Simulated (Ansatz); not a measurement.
## Nudged elastic band run: Mg₈HO₈, charge +1

The input (input.yaml):

```yaml
crystal:
  lattice:
    - [0.0, 4.227, 4.227]
    - [4.227, 0.0, 4.227]
    - [4.227, 4.227, 0.0]
  atoms:
    - { symbol: Mg, position: [0.02188957, 0.01687388, -0.01977623] }
    - { symbol: O, position: [0.25139371, 0.2532752, 0.24722039] }
    - { symbol: Mg, position: [-0.00313667, 0.00892038, 0.49671344] }
    - { symbol: O, position: [0.24370907, 0.26824712, 0.74356286] }
    - { symbol: Mg, position: [0.00054521, 0.50905238, -0.01085648] }
    - { symbol: O, position: [0.24785572, 0.75958249, 0.24405368] }
    - { symbol: Mg, position: [0.00059361, 0.50899274, 0.50044689] }
    - { symbol: O, position: [0.24783875, 0.75958188, 0.74769047] }
    - { symbol: Mg, position: [0.4801991, 0.01690972, -0.01995304] }
    - { symbol: O, position: [0.74741597, 0.25338626, 0.24726098] }
    - { symbol: Mg, position: [0.48037194, 0.01688095, 0.52173829] }
    - { symbol: O, position: [0.74737547, 0.2532778, 0.75123608] }
    - { symbol: Mg, position: [0.49883281, 0.50294117, -0.00132318] }
    - { symbol: O, position: [0.74748595, 0.75721832, 0.2473482] }
    - { symbol: Mg, position: [0.48929607, 0.50904568, 0.50039879] }
    - { symbol: O, position: [0.74420252, 0.75958686, 0.74770499] }
    - { symbol: H, position: [0.68014179, -0.04165414, 0.17999598] }
total_charge: 1
basis:
  ecutwfc: 420.0
kpoints:
  mp_grid: { grid: [2, 2, 2] }
hamiltonian:
  xc: pbe
  pseudopotentials: { kind: paw, azcp: { folder: soft_1 } }
scf:
  occupations: { method: gaussian, width: 0.05 }
  lower_state_search: "off"
  max_iter: 57
neb:
  images: 3
  f_tol: 0.05
  max_iterations: 50
  order_check: false
  max_displacement: 1.0
  optimiser: fire
  final_atoms:
    - { symbol: Mg, position: [-0.00889488, -0.00076108, 0.01046263] }
    - { symbol: O, position: [0.24624284, 0.25253249, 0.24873791] }
    - { symbol: Mg, position: [-0.00890816, -0.00074137, 0.49914282] }
    - { symbol: O, position: [0.24633368, 0.25256316, 0.75244271] }
    - { symbol: Mg, position: [-0.00317708, 0.50109266, 0.00101851] }
    - { symbol: O, position: [0.23199115, 0.75609668, 0.2558946] }
    - { symbol: Mg, position: [-0.00891862, 0.51053733, 0.49915556] }
    - { symbol: O, position: [0.24639207, 0.74860753, 0.75246284] }
    - { symbol: Mg, position: [0.48336604, -0.02202653, 0.01932051] }
    - { symbol: O, position: [0.74039011, 0.25558704, 0.25198544] }
    - { symbol: Mg, position: [0.49117864, 0.00296006, 0.50291717] }
    - { symbol: O, position: [0.74081349, 0.25304404, 0.75308511] }
    - { symbol: Mg, position: [0.4833398, 0.51942726, 0.01940018] }
    - { symbol: O, position: [0.74040112, 0.7520638, 0.25197979] }
    - { symbol: Mg, position: [0.48330449, 0.51954437, 0.47761453] }
    - { symbol: O, position: [0.74041705, 0.75205605, 0.75550282] }
    - { symbol: H, position: [0.53942745, 0.32057875, -0.18024875] }
```

Launched with:

```bash
$ ansatz run input.yaml --threads 1 --pin off --max-ram 3072MiB --backend cpu --events-out ev --progress --plain --runs-dir out
```

Output, in part (warnings, iteration lines):

```
NEB end point (image 0): max|allowed force component| = 8.542e-3 eV/Å (the criterion of neb.relax_end_points is 1.000e-2)
NEB end point (image 4): max|allowed force component| = 1.583e-2 eV/Å (the criterion of neb.relax_end_points is 1.000e-2)
NEB iter   1: max|band force component| = 5.960e0 eV/Å  barrier→ = 1.8601 eV  barrier← = 1.8600 eV  Δτ_max = 0.0968 Å  (40 SCF iters)
NEB iter   2: max|band force component| = 2.777e0 eV/Å  barrier→ = 1.3320 eV  barrier← = 1.3319 eV  Δτ_max = 0.1436 Å  (19 SCF iters)
NEB iter   3: max|band force component| = 1.361e0 eV/Å  barrier→ = 1.0027 eV  barrier← = 1.0026 eV  Δτ_max = 0.0285 Å  (19 SCF iters)
NEB iter   4: max|band force component| = 1.271e0 eV/Å  barrier→ = 0.9058 eV  barrier← = 0.9057 eV  Δτ_max = 0.0556 Å  (18 SCF iters)
NEB iter   5: max|band force component| = 1.028e0 eV/Å  barrier→ = 0.7388 eV  barrier← = 0.7387 eV  Δτ_max = 0.0766 Å  (18 SCF iters)
NEB iter   6: max|band force component| = 8.677e-1 eV/Å  barrier→ = 0.5658 eV  barrier← = 0.5657 eV  Δτ_max = 0.0128 Å  (18 SCF iters)
NEB iter   7: max|band force component| = 8.269e-1 eV/Å  barrier→ = 0.5329 eV  barrier← = 0.5328 eV  Δτ_max = 0.0254 Å  (18 SCF iters)
NEB iter   8: max|band force component| = 7.304e-1 eV/Å  barrier→ = 0.4791 eV  barrier← = 0.4789 eV  Δτ_max = 0.0367 Å  (18 SCF iters)
NEB iter   9: max|band force component| = 5.697e-1 eV/Å  barrier→ = 0.4256 eV  barrier← = 0.4254 eV  Δτ_max = 0.0087 Å  (18 SCF iters)
NEB iter  10: max|band force component| = 5.455e-1 eV/Å  barrier→ = 0.4150 eV  barrier← = 0.4149 eV  Δτ_max = 0.0173 Å  (18 SCF iters)
NEB iter  11: max|band force component| = 8.260e-1 eV/Å  barrier→ = 0.3963 eV  barrier← = 0.3962 eV  CI = image 1  Δτ_max = 0.0286 Å  (18 SCF iters)
NEB iter  12: max|band force component| = 7.784e-1 eV/Å  barrier→ = 0.3976 eV  barrier← = 0.3975 eV  CI = image 1  Δτ_max = 0.0441 Å  (18 SCF iters)
NEB iter  13: max|band force component| = 7.014e-1 eV/Å  barrier→ = 0.4150 eV  barrier← = 0.4149 eV  CI = image 1  Δτ_max = 0.0590 Å  (18 SCF iters)
NEB iter  14: max|band force component| = 5.348e-1 eV/Å  barrier→ = 0.4370 eV  barrier← = 0.4369 eV  CI = image 1  Δτ_max = 0.0703 Å  (18 SCF iters)
NEB iter  15: max|band force component| = 4.149e-1 eV/Å  barrier→ = 0.4459 eV  barrier← = 0.4457 eV  CI = image 1  Δτ_max = 0.0841 Å  (18 SCF iters)
NEB iter  16: max|band force component| = 4.567e-1 eV/Å  barrier→ = 0.4288 eV  barrier← = 0.4286 eV  CI = image 1  Δτ_max = 0.0123 Å  (18 SCF iters)
NEB iter  17: max|band force component| = 3.033e-1 eV/Å  barrier→ = 0.4199 eV  barrier← = 0.4198 eV  CI = image 1  Δτ_max = 0.0170 Å  (18 SCF iters)
NEB iter  18: max|band force component| = 3.634e-1 eV/Å  barrier→ = 0.4058 eV  barrier← = 0.4056 eV  CI = image 1  Δτ_max = 0.0222 Å  (18 SCF iters)
NEB iter  19: max|band force component| = 2.213e-1 eV/Å  barrier→ = 0.3905 eV  barrier← = 0.3903 eV  CI = image 1  Δτ_max = 0.0244 Å  (18 SCF iters)
NEB iter  20: max|band force component| = 2.936e-1 eV/Å  barrier→ = 0.3763 eV  barrier← = 0.3762 eV  CI = image 1  Δτ_max = 0.0081 Å  (18 SCF iters)
NEB iter  21: max|band force component| = 2.146e-1 eV/Å  barrier→ = 0.3743 eV  barrier← = 0.3742 eV  CI = image 1  Δτ_max = 0.0061 Å  (18 SCF iters)
NEB iter  22: max|band force component| = 1.982e-1 eV/Å  barrier→ = 0.3729 eV  barrier← = 0.3727 eV  CI = image 1  Δτ_max = 0.0120 Å  (18 SCF iters)
NEB iter  23: max|band force component| = 1.789e-1 eV/Å  barrier→ = 0.3706 eV  barrier← = 0.3704 eV  CI = image 1  Δτ_max = 0.0170 Å  (18 SCF iters)
NEB iter  24: max|band force component| = 1.635e-1 eV/Å  barrier→ = 0.3680 eV  barrier← = 0.3679 eV  CI = image 1  Δτ_max = 0.0211 Å  (18 SCF iters)
NEB iter  25: max|band force component| = 1.921e-1 eV/Å  barrier→ = 0.3655 eV  barrier← = 0.3653 eV  CI = image 1  Δτ_max = 0.0034 Å  (18 SCF iters)
NEB iter  26: max|band force component| = 1.415e-1 eV/Å  barrier→ = 0.3649 eV  barrier← = 0.3648 eV  CI = image 1  Δτ_max = 0.0066 Å  (18 SCF iters)
NEB iter  27: max|band force component| = 1.358e-1 eV/Å  barrier→ = 0.3641 eV  barrier← = 0.3639 eV  CI = image 1  Δτ_max = 0.0095 Å  (18 SCF iters)
NEB iter  28: max|band force component| = 1.280e-1 eV/Å  barrier→ = 0.3629 eV  barrier← = 0.3628 eV  CI = image 1  Δτ_max = 0.0121 Å  (18 SCF iters)
NEB iter  29: max|band force component| = 1.765e-1 eV/Å  barrier→ = 0.3614 eV  barrier← = 0.3613 eV  CI = image 1  Δτ_max = 0.0138 Å  (18 SCF iters)
NEB iter  30: max|band force component| = 1.158e-1 eV/Å  barrier→ = 0.3597 eV  barrier← = 0.3595 eV  CI = image 1  Δτ_max = 0.0152 Å  (18 SCF iters)
NEB iter  31: max|band force component| = 9.559e-2 eV/Å  barrier→ = 0.3579 eV  barrier← = 0.3577 eV  CI = image 1  Δτ_max = 0.0175 Å  (18 SCF iters)
NEB iter  32: max|band force component| = 9.799e-2 eV/Å  barrier→ = 0.3560 eV  barrier← = 0.3559 eV  CI = image 1  Δτ_max = 0.0203 Å  (18 SCF iters)
NEB iter  33: max|band force component| = 7.581e-2 eV/Å  barrier→ = 0.3544 eV  barrier← = 0.3543 eV  CI = image 1  Δτ_max = 0.0221 Å  (18 SCF iters)
NEB iter  34: max|band force component| = 1.573e-1 eV/Å  barrier→ = 0.3538 eV  barrier← = 0.3536 eV  CI = image 1  Δτ_max = 0.0018 Å  (18 SCF iters)
NEB iter  35: max|band force component| = 9.070e-2 eV/Å  barrier→ = 0.3538 eV  barrier← = 0.3537 eV  CI = image 1  Δτ_max = 0.0028 Å  (18 SCF iters)
NEB iter  36: max|band force component| = 8.679e-2 eV/Å  barrier→ = 0.3540 eV  barrier← = 0.3538 eV  CI = image 1  Δτ_max = 0.0026 Å  (18 SCF iters)
NEB iter  37: max|band force component| = 1.161e-1 eV/Å  barrier→ = 0.3541 eV  barrier← = 0.3540 eV  CI = image 1  Δτ_max = 0.0033 Å  (18 SCF iters)
NEB iter  38: max|band force component| = 9.581e-2 eV/Å  barrier→ = 0.3543 eV  barrier← = 0.3541 eV  CI = image 1  Δτ_max = 0.0038 Å  (18 SCF iters)
NEB iter  39: max|band force component| = 4.440e-2 eV/Å  barrier→ = 0.3545 eV  barrier← = 0.3543 eV  CI = image 1  Δτ_max = 0.0000 Å  (18 SCF iters)
```

The run converged. The profile has 2 maxima (images 1, 3) with wells between them (image 2): this band takes more than one step, which may be the mechanism or a detour left from its start path. The order of the stationary point at the top wasn't checked. Limits of this set-up: coarse k mesh, charged cell in a uniform background, uncorrected.

Final band (atoms are numbered from 1 in the order of the input):

| image | path coordinate (Å) | energy (eV) | Mg1–H17 (Å) | Mg11–H17 (Å) | O14–H17 (Å) |
| --- | --- | --- | --- | --- | --- |
| 0 | 0.00 | 0.00 | 1.89 | 1.89 | 0.98 |
| 1 | 0.97 | 0.35 | 1.71 | 2.56 | 1.24 |
| 2 | 1.66 | 0.06 | 1.81 | 2.64 | 1.95 |
| 3 | 2.36 | 0.08 | 2.24 | 2.84 | 2.56 |
| 4 | 3.07 | 0.00 | 2.83 | 3.46 | 3.14 |

Time of the run: 7 min on 1 thread of Arm Neoverse V2, with other jobs on the host, peak memory 0.54 GiB.
